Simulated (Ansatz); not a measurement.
This script makes the interaction energy of a dimer with the counterpoise correction of BClH₄Si, SMILES B[SiH2]Cl with Ansatz's Python interface.

The script, `bclh4si_dimer.py`:
```python
"""Interaction energy of two BClH4Si molecules, with the counterpoise correction."""

import ansatz as az

FIRST = [
    ("B", (-1.0524, -0.0348, -0.4998)),
    ("Si", (0.5476, -0.1268, 0.4949)),
    ("Cl", (1.7095, 1.5559, 0.0964)),
    ("H", (-1.3816, -0.9335, -1.1136)),
    ("H", (-1.3671, 1.0499, -1.0055)),
    ("H", (0.2443, -0.1729, 1.931)),
    ("H", (1.2994, -1.338, 0.0963)),
]
SECOND = [
    ("B", (2.5565, -2.2176, -2.4383)),
    ("Si", (1.413, -1.9471, -3.9138)),
    ("Cl", (2.5457, -1.8445, -5.6592)),
    ("H", (2.4526, -1.5534, -1.5213)),
    ("H", (3.7197, -2.5791, -2.6562)),
    ("H", (0.4614, -3.0603, -4.0225)),
    ("H", (0.6831, -0.6716, -3.7363)),
]

def energy(atoms, ghosts=()):
    molecule = az.Crystal.molecule()
    for symbol, xyz in atoms:
        molecule = molecule.atom(symbol, xyz)
    calc = (
        molecule.calculation()
        .basis(gaussian="cc-pVDZ")
        .functional("pbe")
    )
    deck = calc.input()
    if ghosts:
        deck = deck.set(az.key.basis.gaussian.ghost_atoms, [{"symbol": s, "position_ang": list(xyz)} for s, xyz in ghosts])
    return az.Session.from_dict(deck).plan().execute().report["free_energy_ev"]

# ghost atoms carry the functions of the partner
both = energy(FIRST + SECOND)
alone = energy(FIRST) + energy(SECOND)
ghosted = energy(FIRST, SECOND) + energy(SECOND, FIRST)
print(f"dimer {both:.6f} eV")
print(f"interaction, uncorrected   {(both - alone):8.3f} eV")
print(f"interaction, counterpoise  {(both - ghosted):8.3f} eV")
print(f"basis-set superposition    {(alone - ghosted):8.3f} eV")
```

How large is the interaction at this pose, and how much of it is basis-set superposition?

Uncorrected it is 0.048 eV, with the counterpoise correction 0.062 eV; the difference, 0.01 eV, is the superposition error. In this basis both values are repulsive.

The output:

```console
$ python bclh4si_dimer.py
dimer -42260.860064 eV
interaction, uncorrected      0.048 eV
interaction, counterpoise     0.062 eV
basis-set superposition       0.015 eV
```

Reading the output:
- Total energies depend on the basis set; only differences at equal settings carry meaning.
- The dimer is a generated trial pose of unrelaxed monomers, not a minimum, so the figure is no binding energy, and the basis set is small.
- This level lacks the dispersion part of the attraction (electrostatics and induction are there), which can decide the sign where the interaction is weak.
- Finished in 14 s on 1 thread of Arm Neoverse V2 (shared host), peak memory 0.27 GiB.
